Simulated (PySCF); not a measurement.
# C5H15PSi: the cost of one run

The runs use PySCF 2.14.0, with density-fitted response routines of our own; the level of theory stands in each step. All values are computed, except where a source is named. Atoms count from 0, in the outputs and in this text.

### 1 The molecule as given

22 atoms, charge 0, multiplicity 1; geometry from: GFN2-xTB. The atoms were then displaced at random by about 0.01 Å, so the start is not that level's minimum.

Bonds of the start (Å): C0–C1 1.50, C1–C2 1.53, C2–C3 1.53, C2–P4 1.89, P4–Si5 2.24, Si5–C6 1.91, C0–H7 1.11, C0–H8 1.06, C0–H9 1.11, C1–H10 1.10, C1–H11 1.09, C2–H12 1.11, C3–H13 1.14, C3–H14 1.07, C3–H15 1.08, P4–H16 1.37, Si5–H17 1.47, Si5–H18 1.47, C6–H19 1.07, C6–H20 1.06, C6–H21 1.07.

### 2 Relaxing the molecule at PBE0-D3(BJ)/def2-SVP

What the job is given:

```
{"job": {"xc": "PBE0", "basis": "def2-SVP", "d3": "d3bj", "grid": 1, "shake": 0.01, "kind": "geom"}, "charge": 0, "multiplicity": 1}
C     -2.822310    -1.060880    -0.128090
C     -1.343940    -0.823730    -0.266370
C     -0.996310     0.641430    -0.530460
C     -1.198990     1.541760     0.683710
P      0.791520     0.881590    -1.099690
Si     1.978180    -0.295540     0.394730
C      3.808820     0.028870    -0.039240
H     -3.342760    -0.671460    -1.026710
H     -3.063430    -2.088840     0.008770
H     -3.241980    -0.510840     0.742110
H     -0.847410    -1.160250     0.656070
H     -0.961860    -1.429940    -1.086080
H     -1.616130     1.020540    -1.368140
H     -2.310720     1.588980     0.928190
H     -0.891130     2.541230     0.481210
H     -0.698140     1.176190     1.565030
H      0.766570    -0.102480    -2.058750
H      1.744810    -1.749570     0.407060
H      1.694590     0.186840     1.754600
H      4.020040    -0.343600    -1.021630
H      4.447680    -0.442240     0.666020
H      4.017830     1.076320    -0.049640
```

Launch:

```bash
OMP_NUM_THREADS=1 python probes_run.py task.json out
```

This one command runs all jobs of the session in turn.

Q: Estimate the wall time and peak memory of this first job on 1 thread of Arm Neoverse V2, shared host.

About 67 s, with a peak of 0.75 GiB.
